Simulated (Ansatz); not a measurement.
# MnSb4 (P4/mmm) in Ansatz: a run that goes wrong, beside a sound one

Two runs on MnSb4: the first has a flaw, the second is sound.

All numbers are computed with Ansatz 0.2.0; they aren't measurements. Logs are shortened: lines on timing, memory, paths and dates and some standing lists are left out, and cuts for length are marked.

### Step 1. The crystal as given

It takes space group P4/mmm (No. 123, tetragonal). Conventional cell: a = 3.080 Å, b = 3.080 Å, c = 14.994 Å, α = 90.00°, β = 90.00°, γ = 90.00°. Sb (site symmetry 4mm) is surrounded by 1 Mn at 2.70 Å and 4 Sb at 3.08 Å. Sb (site symmetry 4mm) is surrounded by 6 Sb at 3.02 to 3.29 Å. Around Mn (site symmetry 4/mmm) lie 2 Sb at 2.70 Å and 4 Mn at 3.08 Å.

The cell comes from a database or a generator and needn't be the stable form of this composition.

### Step 2. A run with an altered input

Input file input.yaml:

```yaml
crystal:
  lattice:
    - [3.0805, 0.0, 0.0]
    - [0.0, 3.0805, 0.0]
    - [0.0, 0.0, 14.994203]
  atoms:
    - { symbol: Sb, position: [0.0, 0.0, 0.819682], spin: 2.0 }
    - { symbol: Sb, position: [0.0, 0.0, 0.600551] }
    - { symbol: Sb, position: [0.0, 0.0, 0.399449] }
    - { symbol: Sb, position: [0.0, 0.0, 0.180318] }
    - { symbol: Mn, position: [0.0, 0.0, 0.0] }
hamiltonian:
  xc: pbe
  pseudopotentials: { kind: paw }
kpoints:
  mp_grid: { grid: [9, 9, 2] }
scf:
  occupations: { method: fermi_dirac, width: 0.05 }
  max_iter: 100
output:
  forces: true
  stress: true
  eigenvalues: true
```

Potentials or basis: Ansatz PAW.

Command:

```bash
$ ansatz run input.yaml --threads 2 --pin off --max-ram 5632MiB --backend cpu --events-out ev --progress --plain --runs-dir out
```

Output:

```text
Error: inconsistent input (magnetization.spin_polarized): false but per-atom `spin:`, `per_species`, `initial_magnetization`, `magnetic_field`, or `spin_locking` is set
```

Wall time 0.03 s (2 threads of Intel Xeon Platinum 8488C (Sapphire Rapids), shared host); peak memory 0.041 GiB.

The program refused the input. What is wrong with the input: a moment without spin polarisation (magnetization = left out; crystal.atoms[0].spin = 2).

### Step 3. Single point, PBE

input.yaml, as its differences from that of step 2:

```diff
@@ -6,3 +6,3 @@
   atoms:
-    - { symbol: Sb, position: [0.0, 0.0, 0.819682], spin: 2.0 }
+    - { symbol: Sb, position: [0.0, 0.0, 0.819682] }
     - { symbol: Sb, position: [0.0, 0.0, 0.600551] }
@@ -18,3 +18,2 @@
   occupations: { method: fermi_dirac, width: 0.05 }
-  max_iter: 100
 output:
@@ -23 +22,5 @@
   eigenvalues: true
+  write_density: true
+  write_potential: true
+  elf: true
+  volumetric_format: npy
```

Potentials or basis: Ansatz PAW.

Command:

```bash
$ ansatz run input.yaml --threads 2 --pin off --max-ram 5632MiB --backend cpu --events-out ev --progress --plain --runs-dir out
```

Run time: 6.5 s. Hardware: 2 threads of Intel Xeon Platinum 8488C (Sapphire Rapids), shared host; peak memory 0.57 GiB.

It converged, with:

```yaml
Free_energy: -29833.4240 eV
Pressure: -3.9 GPa
Largest_force: 0.543 eV/Å
Band_gap_on_the_k_mesh: none (metal or under the smearing width)
```

Forces on the atoms (eV/Å):
```
Sb   0.000  0.000  0.543
Sb   0.000  0.000 -0.005
Sb   0.000  0.000  0.005
Sb   0.000  0.000 -0.543
Mn   0.000  0.000  0.000
```

Stress tensor (GPa, compression positive):
```
-3.27  0.00  0.00
 0.00 -3.27  0.00
 0.00  0.00 -5.22
```

Levels at points of the mesh, in eV from the Fermi level:
```
            k point  band 33  band 34  band 35  band 36  band 37  band 38  band 39  band 40  band 41  band 42
 (0.00, 0.00, 0.00)    -1.02     0.08     0.08     0.48     0.85     2.45     3.55     3.55     4.29     4.29
(0.00, 0.00, -0.50)    -1.02    -0.01     0.08     0.08     0.48     3.57     3.57     3.60     4.14     4.14
```

Spin-orbit coupling is left out, which matters for the levels of Sb. Spin polarisation is off, so any magnetic state and its effect on volume and gap are missing.
